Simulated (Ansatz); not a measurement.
# Sn8HPt4: the cost of one run

Program: Ansatz 0.2.0. Level of theory: DFT LDA, plane waves, PAW, scalar-relativistic, no spin polarisation. These are calculated values, not measurements.

The COD entry's cell or inner coordinates are ideal or old and differ from later refinements, so a difference from it is no clean test against experiment.

## Step 1: The system as given

The cell holds 13 atoms (HPt4Sn8): a = 6.425 Å, b = 6.425 Å, c = 6.425 Å, α = 90.00°, β = 90.00°, γ = 90.00°.

Coordinates:

```xyz
13
Lattice="6.4250 0.0000 0.0000 0.0000 6.4250 0.0000 0.0000 0.0000 6.4250" Properties=species:S:1:pos:R:3 pbc="T T T"
Sn    1.6062    1.6062    1.6062
Sn    4.8187    4.8187    4.8187
Pt    0.0000    0.0000    0.0000
Sn    4.8187    4.8187    1.6062
Sn    1.6062    1.6062    4.8187
Pt    3.2125    3.2125    0.0000
Sn    4.8187    1.6062    4.8187
Sn    1.6062    4.8187    1.6062
Pt    3.2125    0.0000    3.2125
Sn    1.6062    4.8187    4.8187
Sn    4.8187    1.6062    1.6062
Pt    0.0000    3.2125    3.2125
H     2.3572   -0.0374   -0.0058
```

## Step 2: Relaxing the start

The input, input.yaml:

```yaml
crystal:
  lattice:
    - [6.425, 0.0, 0.0]
    - [0.0, 6.425, 0.0]
    - [0.0, 0.0, 6.425]
  atoms:
    - { symbol: Sn, position: [0.25, 0.25, 0.25] }
    - { symbol: Sn, position: [0.75, 0.75, 0.75] }
    - { symbol: Pt, position: [0.0, 0.0, 0.0] }
    - { symbol: Sn, position: [0.75, 0.75, 0.25] }
    - { symbol: Sn, position: [0.25, 0.25, 0.75] }
    - { symbol: Pt, position: [0.5, 0.5, 0.0] }
    - { symbol: Sn, position: [0.75, 0.25, 0.75] }
    - { symbol: Sn, position: [0.25, 0.75, 0.25] }
    - { symbol: Pt, position: [0.5, 0.0, 0.5] }
    - { symbol: Sn, position: [0.25, 0.75, 0.75] }
    - { symbol: Sn, position: [0.75, 0.25, 0.25] }
    - { symbol: Pt, position: [0.0, 0.5, 0.5] }
    - { symbol: H, position: [0.3668862, -0.0058222, -0.0009042] }
basis:
  ecutwfc: 420.0
kpoints:
  mp_grid: { grid: [3, 3, 3] }
hamiltonian:
  xc: lda
scf:
  occupations: { method: fermi_dirac, width: 0.15 }
  lower_state_search: "off"
relax:
  f_tol: 0.08
  max_steps: 25
  adjacent_minimum: "off"
```

On the command line:

```console
$ ansatz run input.yaml --threads 4 --pin off --max-ram 10240MiB --backend cpu --events-out ev --progress --plain --runs-dir out
```

What time and memory should one allow on 4 threads of Intel Xeon Platinum 8488C (Sapphire Rapids), shared host?

About 91 s, with a peak of 1.1 GiB.
